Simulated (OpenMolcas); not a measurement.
# V⁴⁺ among point charges: CASSCF and CASPT2 levels and susceptibility

Aim: the splitting of the states of V⁴⁺ in the field of 4 point charges, its lowest levels with spin-orbit coupling and its magnetic susceptibility.

The numbers are computed with OpenMolcas 26.06 (state-averaged CASSCF and CASPT2, spin-orbit coupling by RASSI with atomic mean-field integrals), except any that are marked as measured or tabulated.

## Step 1: The atom as given

```
Species                           : V⁴⁺ (vanadium, Z = 23, 19 electrons)
Basis                             : ANO-RCC-VDZP [5s4p2d1f], 34 functions
Scalar Hamiltonian                : DKH2, point nucleus
Inactive shells                   : 1s 2s 2p 3s 3p
Active space                      : 1 electron in 5 orbitals (3d)
Some configurations of this space : 3d
Orbitals                          : optimised for each spin and parity, averaged over all roots
```

The outer shells:

3d
```
3d [↑ ][  ][  ][  ][  ]
```

The ion sits among 4 point charges of -2.5 e arranged as a tetrahedron (Td), 2.21 Å from the ion.

The work runs as a chain of OpenMolcas steps in one folder; each step below is one input file. Labels, J, g values, rates, χT and fits are worked out afterwards by a script from the matrices that RASSI stores.

## Step 2: One- and two-electron integrals

Contents of a.inp:

```
&GATEWAY
Coord
1

V 0.0 0.0 0.0
Basis=ANO-RCC-VDZP
Group=NoSym
NoMove
AngMom=0.0 0.0 0.0
AMFI
XField
4 Angstrom 0
1.275944 1.275944 1.275944 -2.500000
1.275944 -1.275944 -1.275944 -2.500000
-1.275944 1.275944 -1.275944 -2.500000
-1.275944 -1.275944 1.275944 -2.500000
&SEWARD
```

## Step 3: Reference wave functions, doublets, 5 roots

Contents of a.inp:

```
&RASSCF
FileOrb=start.orb
Symmetry=1
Spin=2
nActEl=1 0 0
Inactive=9
Ras2=5
CIRoot=5 5 1
SDav=5
CIMx=300
Iter=120 100
PrWF=0.3
OrbListing=Nothing
MaxOrb=0
>>> COPY $Project.JobIph JOB001
```

start.orb holds the contracted functions of the basis, ordered by shell, or the orbitals of the step before.

## Step 4: RASSI: spin-orbit coupling between the states

Contents of a.inp:

```
&RASSI
NrOfJobIphs=1 5
1 2 3 4 5
IphNames
JOB001
EJob
SpinOrbit
DIPRint=1.0
SOCoupling=1000.0
Subsets=2
Property=9
'ANGMOM' 1 'ANGMOM' 2 'ANGMOM' 3 'MLTPL  1' 1 'MLTPL  1' 2 'MLTPL  1' 3
'AMFI' 1 'AMFI' 2 'AMFI' 3
SOProperty=3
'ANGMOM' 1 'ANGMOM' 2 'ANGMOM' 3
```

## Step 5: CASPT2: IPEA 0.25, imaginary shift 0.1 (closed shells correlated: 3s 3p)

Contents of a.inp:

```
>>> COPY JOB001 $Project.JobIph
&CASPT2
Multistate=5 1 2 3 4 5
NoMult
Frozen=5
IPEA=0.25
Imaginary=0.1
MaxIter=60
WThr=0.0 0.3 0.05
PrWF=0.5
NoMix
```

(Steps that only read results are left out.)

What does the calculation give? Wanted: spin-free ground state; first state of the same spin within the active space; lowest level; next level.

As calculated:

| quantity | value |
| --- | --- |
| method | SS-CASPT2, IPEA 0.25, imaginary shift 0.1 (closed shells correlated: 3s 3p) |
| spin-free ground state | 2E, 2-fold in its orbital part |
| first state of the same spin within the active space | 2T2 at 1260 cm⁻¹ |
| lowest level | 4-fold Γ8 |
| next level | 1285.1 cm⁻¹ |
| χT at 300 K | 0.38 cm³ K/mol |
| effective moment at 300 K | 1.75 μB |

Cost by method:

```csv
method,time of its own steps,time with the reference
A. CASSCF,1.5 s,1.5 s
"B. SS-CASPT2, IPEA 0.25, imaginary shift 0.1, +3s 3p",0.57 s,2.1 s
```

Times are of one thread on a shared host.

What this shows: The spin-free ground state (2E) comes to 100 % from free-ion D terms and keeps the highest spin of the shell. χT at 300 K is 0.38, against 0.38 cm³ K/mol for the spin alone; near agreement at one temperature doesn't show that the orbital moment is quenched. A ligand-field fit to the states below 45000 cm-1 gives 10Dq = -1264 cm-1, the gap between the two states. CASPT2 does not keep the components of a term degenerate, and the means are used. An orbital doublet at a regular site is open to a Jahn-Teller distortion, which this geometry leaves out. The field of point charges can differ much from that of real complexes. Point charges carry no covalency, so the field is a model and not that of real ligands.
